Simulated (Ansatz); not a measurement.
# BaScO2F, space group P4/mmm: a scan of one input key

Program: the Ansatz DFT code, driven from Python.

Input file `basco2f.extxyz`:
```text
5
Lattice="4.206947 0.0 0.0 0.0 4.206947 0.0 0.0 0.0 4.211413" Properties=species:S:1:pos:R:3 pbc="T T T"
Ba    2.10347350    2.10347350    2.10570650
Sc    0.00000000    0.00000000    0.00000000
O     2.10347350    0.00000000    0.00000000
O     0.00000000    2.10347350    0.00000000
F     0.00000000    0.00000000    2.10570650
```

`edit.py`
```python
# -*- coding: utf-8 -*-
'''Editing single keys of the input for BaScO2F.'''

from dataclasses import dataclass

import ansatz as az
import pandas as pd


@dataclass(frozen=True)
class Options:
    functional: str = 'pbesol'
    kgrid: tuple[int, ...] = (6, 6, 6)
    occupations: str = 'fixed'


settings = Options()

xtal = az.Crystal.from_extxyz('basco2f.extxyz')

calc = (
    xtal.calculation()
    .functional(settings.functional)
    .kpoints(*settings.kgrid)
    .occupations(settings.occupations)
    .band_table()
)
typed = calc.input()
rows = []
for value in [1, 2, 3]:
    edited = typed.set(az.key.basis.xc_grid, value)
    report = az.Session.from_dict(edited).plan().execute().report
    rows.append((value, report['free_energy_ev'], report['n_iterations'], len(report['eigenvalues_ev'][0]) if 'eigenvalues_ev' in report else 0))
print(pd.DataFrame(rows, columns=['xc grid', 'F eV', 'iterations', 'bands listed']).round(4).to_string(index=False))
```

Output of `python edit.py`:
```text
DeckWarning: basis.ecutwfc = 420 eV, auto-derived from the records' recommended cutoffs: set by Ba (normal level)
 xc grid       F eV  iterations  bands listed
       1 -9905.4923           7            25
       2 -9905.4925           7            25
       3 -9905.4926           7            25
```
(Warnings from the package without file and line, repeats left out.)

Notes:
- Total energies depend on the potentials; only differences at equal settings carry meaning. A total without «per atom» is that of the whole cell that was run.
- No spin polarisation was allowed.
- This cell is a computed structure, which may not be the phase found in nature.
- Timing: 16 s on 1 thread of Arm Neoverse V1 (shared host), peak memory 0.51 GiB.
